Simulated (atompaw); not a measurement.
# A PAW (atompaw) potential for tin, from input to tests

Do these settings give a usable potential? It is generated, then checked for scattering, ghosts and hardness.

The numbers are computed with atompaw 4.2.0.5 (PBEsol, scalar-relativistic, spin-unpolarised reference atom).

## 1. Settings

Typed settings, in words:

```
element                 : tin (Sn, Z = 50)
type                    : PAW
frozen core             : [Kr] 4d10
valence charge          : 4
reference configuration : 5s2 5p2
partial waves           : 5s (bound): rc 2.00 bohr; 5s channel at -0.1 Ry: rc 2.00 bohr; 5p (bound): rc 2.00 bohr; 5p channel at 0.55 Ry: rc 2.00 bohr
local potential         : bessel scheme, radius 1.40 bohr
core correction         : smooth core density matched at 1.45 bohr
augmentation charge     : besselshape compensation charge, radius 1.50 bohr; PAW radius 2.00 bohr; waves and projectors: custom rrkj vanderbiltortho
```

## 2. Generating the potential

Input file Sn.input:

```
Sn 50
GGA-PBESOL scalarrelativistic loggrid 1500 logderivrange -3 5 201
5 5 4 0 0 0
5 1 2
0 0 0
c
c
c
c
v
c
c
c
v
c
c
1
2.00 1.50 1.40 1.45
y
-0.1
n
y
0.55
n
custom rrkj vanderbiltortho besselshape
bessel
2.00
2.00
2.00
2.00
PWSCFOUT
UPFDX 0.0125d0 UPFXMIN -7.d0 UPFZMESH 50.d0
END
```

Started as:

```sh
$ atompaw < Sn.input > Sn.log
```

Before running it: what results should come out? Wanted: cutoffs for 10 and 1 mRy, occupied levels; bound ghosts; largest phase difference near zero energy, channels read; lowest eigenvalue of the overlap; share of valence orbitals outside the PAW sphere; UPF file.

As calculated:

| quantity | value |
| --- | --- |
| cutoffs for 10 and 1 mRy, occupied levels | 10 Ry and 15 Ry |
| bound ghosts | d at -0.93 eV |
| largest phase difference near zero energy, channels read | 0.001 rad |
| lowest eigenvalue of the overlap (Bessel basis) | 0.422 (s) |
| share of valence orbitals outside the PAW sphere | 5s 65 %, 5p 85 % |
| UPF file | written |

A bound ghost (d) makes it unfit for use: electrons can fall into a state that the atom doesn't have. It counts as soft on the atom at that tolerance, with 10 Ry needed at the looser tolerance. Near zero energy the phases of the channels with partial waves agree within 0.001 rad. The pseudo curves have a pole with no partner nearby in the atom's: s at 1.89 Ry. At positive energy that is a spurious or a displaced resonance. All of this concerns the isolated atom, not yet a solid.
